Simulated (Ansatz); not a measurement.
# TiCo2: the cost of one run

Program: Ansatz 0.2.0. Level of theory: DFT LDA, scalar-relativistic, plane waves, PAW. These are calculated values, not measurements.

4 further runs of the same task are left out: 4 set aside as unsound or not needed. Runs told in other sessions of the task aren't counted.

## Step 1: Starting point

The structure is cubic, space group Fd-3m (No. 227). The conventional cell has a = 6.495 Å, b = 6.495 Å, c = 6.495 Å, α = 90.00°, β = 90.00°, γ = 90.00°. Ti (site symmetry -43m) has 12 Co at 2.69 Å and 4 Ti at 2.81 Å in its first shell of neighbours. Co (site symmetry -3m) has 6 Co at 2.30 Å and 6 Ti at 2.69 Å in its first shell of neighbours.

Structure file:

```xyz
6
Lattice="0.0000 3.2474 3.2474 3.2474 0.0000 3.2474 3.2474 3.2474 0.0000" Properties=species:S:1:pos:R:3 pbc="T T T"
Ti    3.2474    3.2474    3.2474
Ti    4.8711    4.8711    4.8711
Co    0.8119    0.8119    0.8119
Co    0.8119    2.4356    2.4356
Co    2.4356    2.4356    0.8119
Co    2.4356    0.8119    2.4356
```

It is the result of an earlier relaxation at this level (volume 11.42 Å³/atom; gap on the mesh: none (metal)).

## Step 2: The cell at 0.98 of its volume

File input.yaml:

```yaml
crystal:
  lattice:
    - [0.0, 3.2256218286, 3.2256218286]
    - [3.2256218286, 0.0, 3.2256218286]
    - [3.2256218286, 3.2256218286, 0.0]
  atoms:
    - { symbol: Ti, position: [0.5, 0.5, 0.5] }
    - { symbol: Ti, position: [0.75, 0.75, 0.75] }
    - { symbol: Co, position: [0.125, 0.125, 0.125] }
    - { symbol: Co, position: [0.625, 0.125, 0.125] }
    - { symbol: Co, position: [0.125, 0.125, 0.625] }
    - { symbol: Co, position: [0.125, 0.625, 0.125] }
basis:
  ecutwfc: 420
kpoints:
  mp_grid: { grid: [10, 10, 10] }
hamiltonian:
  xc: lda
scf:
  occupations: { method: fermi_dirac, width: 0.15 }
output:
  forces: true
  stress: true
  eigenvalues: true
```

Started as:

```sh
ansatz run input.yaml --threads 2 --pin off --max-ram 6144MiB --backend cpu --events-out ev --progress --plain --runs-dir out
```

What time and memory should one allow on 2 threads of Intel Xeon at 2.50GHz (Skylake/Cascade Lake), shared host?

About 11 s, with a peak of 0.48 GiB.
